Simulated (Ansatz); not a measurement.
**CH3GaO (SMILES O=[CH][GaH2]): single points off equilibrium**

An exercise on one series of results from a longer session: the logs are not shown, and one member is left open.

Method: single points in def2-TZVPP; program: Ansatz 0.2.0, Gaussian basis.

Cores are frozen in the correlated methods. Filled d shells of the heavier atoms are correlated.

### The system as given

SMILES `O=[CH][GaH2]`, 6 atoms, charge 0, spin multiplicity 1.

Atoms are counted from 1 here; the program's logs count them from 0.

Bond lengths: O1–C2 1.221 Å, C2–Ga3 2.040 Å, C2–H4 1.080 Å, Ga3–H5 1.579 Å, Ga3–H6 1.611 Å. Angles: O1–C2–Ga3 106.1°, O1–C2–H4 118.3°, Ga3–C2–H4 135.5°, C2–Ga3–H5 104.0°, C2–Ga3–H6 133.4°, H5–Ga3–H6 122.4°.

Coordinates:

```xyz
6
charge 0, multiplicity 1
O     0.4077   -1.6829   -0.3154
C    -0.5364   -0.9636   -0.0309
Ga    0.1979    0.9392    0.0258
H    -1.4952   -1.4252    0.1525
H     1.7258    0.7693   -0.3351
H    -0.4399    2.3599    0.4394
```

The first run:

Contents of run/in.yaml:

```yaml
crystal:
  periodic: [false, false, false]
  atoms:
    - {symbol: O, position_ang: [0.407700, -1.682900, -0.315400]}
    - {symbol: C, position_ang: [-0.536400, -0.963600, -0.030900]}
    - {symbol: Ga, position_ang: [0.197900, 0.939200, 0.025800]}
    - {symbol: H, position_ang: [-1.495200, -1.425200, 0.152500]}
    - {symbol: H, position_ang: [1.725800, 0.769300, -0.335100]}
    - {symbol: H, position_ang: [-0.439900, 2.359900, 0.439400]}
basis:
  gaussian: {orbitals: def2-TZVPP}
correlation: {method: ccsd_t}
output: {forces: true}
```

The command line of these runs was not kept.

Among the steps run: CCSD(T)/def2-TZVPP; PBE0-D4/def2-TZVPP; wB97M-V/def2-TZVPP; r2SCAN-D4/def2-TZVPP; PBE-D4/def2-TZVPP; BLYP-D4/def2-TZVPP; SPW92/def2-TZVPP.

One of the session's tables, all rows but one given; the rest of the session is left out.

| method | RMS force component (eV/Å) | angle to CCSD(T) forces (°) | dipole (D) |
| --- | --- | --- | --- |
| CCSD(T) | 0.461 | reference | 2.19 |
| PBE0-D4 | 0.601 | 46.1 | 2.19 |
| wB97M-V | 0.542 | 38.8 | 2.29 |
| r2SCAN-D4 | ? | ? | ? |
| PBE-D4 | 0.524 | 23.1 | 1.94 |
| BLYP-D4 | 0.493 | 21.1 | 1.99 |
| SPW92 | 0.681 | 41.3 | 1.98 |

Estimate the missing values for r2SCAN-D4.

As computed: RMS force component (eV/Å): 0.557; angle to CCSD(T) forces (°): 35.3; dipole (D): 2.07. In the column «RMS force component (eV/Å)» it lies between wB97M-V (0.542) and PBE0-D4 (0.601).
